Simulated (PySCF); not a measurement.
**GaH⁺: the SCF solver's settings**

The same problem is solved with other solver options, one edit a run.

The runs use PySCF 2.14.0; method and basis as typed in the scripts.

## Step 1: Where the work starts

GaH⁺: 2 atoms, charge 1, spin multiplicity 2.

Bond lengths: Ga1–H2 1.706 Å.

## Step 2: The base run

Input file input.py:

```python
from pyscf import gto, dft

mol = gto.M(
    atom='Ga 0 0 0; H 0 0 1.706',
    basis='cc-pvdz-dk',
    charge=1,
    spin=1,
    verbose=4,
)
mf = dft.UKS(mol, xc='revtpss')
mf = mf.sfx2c1e()
mf.kernel()
mf.analyze()
print('orbital energies (hartree):', [e[max(0, n-3):n+3].round(4) for e, n in zip(mf.mo_energy, mol.nelec)])
```

Started as:

```
OMP_NUM_THREADS=1 python input.py
```

Its log is not repeated here.

It gives: E(SCF) = -1943.521358 Eh, 9 cycles, ⟨S²⟩ = 0.762.

The bond length is a typed value, not an optimised one. The dipole of an ion depends on the origin.

## Step 3: Second-order solver on

Run 1 changes second-order solver: off → on.

Input file input.py:

```python
from pyscf import gto, dft

mol = gto.M(
    atom='Ga 0 0 0; H 0 0 1.706',
    basis='cc-pvdz-dk',
    charge=1,
    spin=1,
    verbose=4,
)
mf = dft.UKS(mol, xc='revtpss')
mf = mf.sfx2c1e()
mf = mf.newton()
mf.kernel()
mf.analyze()
print('orbital energies (hartree):', [e[max(0, n-3):n+3].round(4) for e, n in zip(mf.mo_energy, mol.nelec)])
```

Started as:

```
OMP_NUM_THREADS=1 python input.py
```

## Step 4: Smearing width 0.001 hartree

Run 2 changes smearing width: none → 0.001 hartree.

Changes to input.py since step 2:

```diff
@@ -1,2 +1,2 @@
-from pyscf import gto, dft
+from pyscf import gto, dft, scf
 
@@ -11,2 +11,3 @@
 mf = mf.sfx2c1e()
+mf = scf.addons.smearing_(mf, sigma=0.001, method='fermi')
 mf.kernel()
```

## Step 5: Smearing width 0.005 hartree

Run 3 changes smearing width: none → 0.005 hartree.

Changes to input.py since step 2:

```diff
@@ -1,2 +1,2 @@
-from pyscf import gto, dft
+from pyscf import gto, dft, scf
 
@@ -11,2 +11,3 @@
 mf = mf.sfx2c1e()
+mf = scf.addons.smearing_(mf, sigma=0.005, method='fermi')
 mf.kernel()
```

Q: Predict the outcome of this session. Wanted: for each run, E(SCF); from base; gap, α spin.

As calculated:

| run | E(SCF) (hartree) | from base (eV) | cycles | gap, α spin (eV) |
| --- | --- | --- | --- | --- |
| base | -1943.521358 | 0 | 9 | 4.72 |
| second-order solver on | -1943.521358 | 0.0000 | 3 macro | 4.72 |
| smearing width 0.001 hartree | -1943.499469 | not comparable | 8 | n/a |
| smearing width 0.005 hartree | -1943.499469 | not comparable | 8 | n/a |

Distance from each run's final energy (log10 hartree) by cycle:

| run | cycle 1 | cycle 2 | cycle 3 | cycle 5 | cycle 8 | cycle 12 |
| --- | --- | --- | --- | --- | --- | --- |
| base | -1.3 | -1.5 | -3.1 | -5.1 | -10.2 | done |
| second-order solver on | -4.7 | < -11 | < -11 | done | done | done |
| smearing width 0.001 hartree | -1.4 | -1.5 | -2.6 | -6.3 | -8.7 | done |
| smearing width 0.005 hartree | -1.4 | -1.5 | -2.6 | -6.4 | < -11 | done |

**Reading.** The SCF energy stays the same, to the digits that matter, with second-order solver on.
